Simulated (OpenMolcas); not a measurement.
# Nd³⁺ among point charges: CASSCF levels and susceptibility

Aim: the splitting of the states of Nd³⁺ in the field of 6 point charges, its lowest levels with spin-orbit coupling and its magnetic susceptibility.

The numbers are computed with OpenMolcas 26.06 (state-averaged CASSCF, spin-orbit coupling by RASSI with atomic mean-field integrals), except any that are marked as measured or tabulated.

## (1) What is computed

| Quantity | Value |
| --- | --- |
| Species | Nd³⁺ (neodymium, Z = 60, 57 electrons) |
| Basis | ANO-RCC-VTZP [8s7p5d3f2g1h], 104 functions |
| Scalar Hamiltonian | DKH2, point nucleus |
| Inactive shells | 1s 2s 2p 3s 3p 3d 4s 4p 4d 5s 5p |
| Active space | 3 electrons in 7 orbitals (4f) |
| Some configurations of this space | 4f³ |
| Orbitals | optimised for the highest spin of each parity, averaged over all roots |

The outer shells:

4f3
```
4f [↑ ][↑ ][↑ ][  ][  ][  ][  ]
```

The ion sits among 6 point charges of -2 e arranged as an octahedron (Oh), 2.94 Å from the ion.

The work runs as a chain of OpenMolcas steps in one folder; each step below is one input file. Labels, J, g values, rates, χT and fits are worked out afterwards by a script from the matrices that RASSI stores. The input lists half of the charges; inversion (Group=XYZ) makes the rest.

## (2) One- and two-electron integrals

Contents of a.inp:

```
&GATEWAY
Coord
1

Nd 0.0 0.0 0.0
Basis=ANO-RCC-VTZP
Group=XYZ
NoMove
AngMom=0.0 0.0 0.0
AMFI
XField
3 Angstrom 0
2.940000 0.000000 0.000000 -2.000000
0.000000 2.940000 0.000000 -2.000000
0.000000 0.000000 2.940000 -2.000000
&SEWARD
```

Launch:

```bash
> OMP_NUM_THREADS=1 MOLCAS_MEM=2252 MOLCAS_PROJECT=a pymolcas a.inp > a.log
```

## (3) Reference wave functions, quartets of odd parity, 35 roots

Contents of a.inp:

```
&RASSCF
FileOrb=start.orb
Symmetry=2
Spin=4
nActEl=3 0 0
Inactive=15 12
Ras2=0 7
CIRoot=35 35 1
SDav=35
CIMx=300
Iter=120 100
PrWF=0.3
OrbListing=Nothing
MaxOrb=0
>>> COPY $Project.JobIph JOB001
```

start.orb holds the contracted functions of the basis, ordered by shell, or the orbitals of the step before.

## (4) CASSCF: doublets of odd parity, 112 roots

Contents of a.inp:

```
&RASSCF
FileOrb=start.orb
Symmetry=2
Spin=2
nActEl=3 0 0
Inactive=15 12
Ras2=0 7
CIRoot=112 112 1
SDav=112
CIMx=300
Iter=120 100
PrWF=0.3
OrbListing=Nothing
MaxOrb=0
CIOnly
>>> COPY $Project.JobIph JOB002
```

## (5) RASSI: spin-orbit coupling between the states

Contents of a.inp:

```
&RASSI
NrOfJobIphs=2 35 89
1 2 3 4 5 6 7 8 9 10 11 12 13 14 15 16 17 18 19 20 21 22 23 24 25 26 27
28 29 30 31 32 33 34 35
1 2 3 4 5 6 7 8 9 10 11 12 13 14 15 16 17 18 19 20 21 22 23 24 25 26 27
28 29 30 31 32 33 34 35 36 37 38 39 40 41 42 43 44 45 46 47 48 49 50 51
52 53 54 55 56 57 58 59 60 61 62 63 64 65 66 67 68 69 70 71 72 73 74 75
76 77 78 79 80 81 82 83 84 85 86 87 88 89
IphNames
JOB001
JOB002
EJob
SpinOrbit
DIPRint=1.0
SOCoupling=1000.0
Subsets=2
Property=9
'ANGMOM' 1 'ANGMOM' 2 'ANGMOM' 3 'MLTPL  1' 1 'MLTPL  1' 2 'MLTPL  1' 3
'AMFI' 1 'AMFI' 2 'AMFI' 3
SOProperty=3
'ANGMOM' 1 'ANGMOM' 2 'ANGMOM' 3
```

Before running it: what results should come out? Wanted: spin-free ground state; first state of the same spin within the active space; lowest level; next level.

**Answer**, as computed:

| quantity | value |
| --- | --- |
| method | CASSCF |
| spin-free ground state | 4A2, 1-fold in its orbital part |
| first state of the same spin within the active space | 4T2 at 1.53 cm⁻¹ |
| lowest level | 2-fold Γ6, g = 2.68, 2.68, 2.68 |
| next level | 14.6 cm⁻¹ |
| χT at 300 K | 1.70 cm³ K/mol |
| effective moment at 300 K | 3.68 μB |

The spin-free ground state (4A2) comes to 100 % from free-ion I terms and keeps the highest spin of the shell. The doublets rest on orbitals optimised for another spin in at least one step, which raises them against the optimised states. Not all states of the active space went into the spin-orbit step. High states of lower spin are left out of the spin-orbit mixing, and CASSCF puts spin-flip levels too high. Point charges carry no covalency, so the field is a model and not that of real ligands.
